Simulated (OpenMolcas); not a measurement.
**Os⁶⁺ among point charges: CASSCF and CASPT2 levels and susceptibility**

How does a field of 4 point charges split the states of Os⁶⁺, and what χT follows?

The numbers are computed with OpenMolcas 26.06 (state-averaged CASSCF and CASPT2, spin-orbit coupling by RASSI with atomic mean-field integrals), except any that are marked as measured or tabulated.

## Step 1: Starting point

| Item | Value |
| --- | --- |
| Species | Os⁶⁺ (osmium, Z = 76, 70 electrons) |
| Basis | ANO-RCC-VDZP [7s6p4d2f1g], 68 functions |
| Scalar Hamiltonian | DKH2, point nucleus |
| Inactive shells | 1s 2s 2p 3s 3p 3d 4s 4p 4d 4f 5s 5p |
| Active space | 2 electrons in 5 orbitals (5d) |
| Some configurations of this space | 5d2 |
| Orbitals | optimised for each spin and parity, averaged over all roots |

Outer shells as boxes (Hund's rule):

5d2
```
5d [↑ ][↑ ][  ][  ][  ]
```

The ion sits among 4 point charges of -1 e arranged as a square (D4h), 1.92 Å from the ion.

Each step is its own input file, run in one work folder so that later steps find the files of earlier ones. Labels, J, g values, rates, χT and fits are worked out afterwards by a script from the matrices that RASSI stores. The input lists half of the charges; inversion (Group=XYZ) makes the rest.

## Step 2: GATEWAY and SEWARD: basis and integrals

a.inp reads:

```
&GATEWAY
Coord
1

Os 0.0 0.0 0.0
Basis=ANO-RCC-VDZP
Group=XYZ
NoMove
AngMom=0.0 0.0 0.0
AMFI
XField
2 Angstrom 0
1.920000 0.000000 0.000000 -1.000000
0.000000 1.920000 0.000000 -1.000000
&SEWARD
```

Command:

```sh
> OMP_NUM_THREADS=1 MOLCAS_MEM=1689 MOLCAS_PROJECT=a pymolcas a.inp > a.log
```

## Step 3: CASSCF: triplets of even parity, 10 roots

a.inp reads:

```
&RASSCF
FileOrb=start.orb
Symmetry=1
Spin=3
nActEl=2 0 0
Inactive=15 19
Ras2=5 0
CIRoot=10 10 1
SDav=10
CIMx=300
Iter=120 100
PrWF=0.3
OrbListing=Nothing
MaxOrb=0
>>> COPY $Project.JobIph JOB001
```

start.orb holds the contracted functions of the basis, ordered by shell, or the orbitals of the step before.

## Step 4: Reference wave functions, singlets of even parity, 15 roots

a.inp reads:

```
&RASSCF
FileOrb=start.orb
Symmetry=1
Spin=1
nActEl=2 0 0
Inactive=15 19
Ras2=5 0
CIRoot=15 15 1
SDav=15
CIMx=300
Iter=120 100
PrWF=0.3
OrbListing=Nothing
MaxOrb=0
>>> COPY $Project.JobIph JOB002
```

## Step 5: State interaction with spin-orbit coupling

a.inp reads:

```
&RASSI
NrOfJobIphs=2 10 15
1 2 3 4 5 6 7 8 9 10
1 2 3 4 5 6 7 8 9 10 11 12 13 14 15
IphNames
JOB001
JOB002
EJob
SpinOrbit
DIPRint=1.0
SOCoupling=1000.0
Subsets=2
Property=9
'ANGMOM' 1 'ANGMOM' 2 'ANGMOM' 3 'MLTPL  1' 1 'MLTPL  1' 2 'MLTPL  1' 3
'AMFI' 1 'AMFI' 2 'AMFI' 3
SOProperty=3
'ANGMOM' 1 'ANGMOM' 2 'ANGMOM' 3
```

## Step 6: CASPT2: IPEA 0.25, imaginary shift 0.1 (closed shells correlated: 5s 5p)

a.inp reads:

```
>>> COPY JOB001 $Project.JobIph
&CASPT2
Multistate=10 1 2 3 4 5 6 7 8 9 10
NoMult
Frozen=14 16
IPEA=0.25
Imaginary=0.1
MaxIter=60
WThr=0.0 0.3 0.05
PrWF=0.5
NoMix
>>> COPY JOB002 $Project.JobIph
&CASPT2
Multistate=15 1 2 3 4 5 6 7 8 9 10 11 12 13 14 15
NoMult
Frozen=14 16
IPEA=0.25
Imaginary=0.1
MaxIter=60
WThr=0.0 0.3 0.05
PrWF=0.5
NoMix
```

(Steps that only read results are left out.)

Q: Predict the outcome of this session. Wanted: spin-free ground state; first state of the same spin within the active space; lowest level; next level.

As calculated:

| quantity | value |
| --- | --- |
| method | SS-CASPT2, IPEA 0.25, imaginary shift 0.1 (closed shells correlated: 5s 5p) |
| spin-free ground state | 3A2, 1-fold in its orbital part |
| first state of the same spin within the active space | 3E at 838 cm⁻¹ |
| lowest level | 1-fold A1 |
| next level | 2224.8 cm⁻¹ |
| χT at 300 K | 0.05 cm³ K/mol |
| effective moment at 300 K | 0.64 μB |

Cost by method:

```
                                              method  time of its own steps  time with the reference
                                           A. CASSCF                  4.6 s                    4.6 s
B. SS-CASPT2, IPEA 0.25, imaginary shift 0.1, +5s 5p                  2.2 s                    6.8 s
```

Times are of one thread on a shared host.

The spin-free ground state (3A2) comes to 93 % from free-ion F terms and keeps the highest spin of the shell. χT at 300 K is 0.05, against 1.00 cm³ K/mol for the spin alone, so spin-orbit coupling lowers it. The field of point charges can differ much from that of real complexes. Point charges carry no covalency, so the field is a model and not that of real ligands.
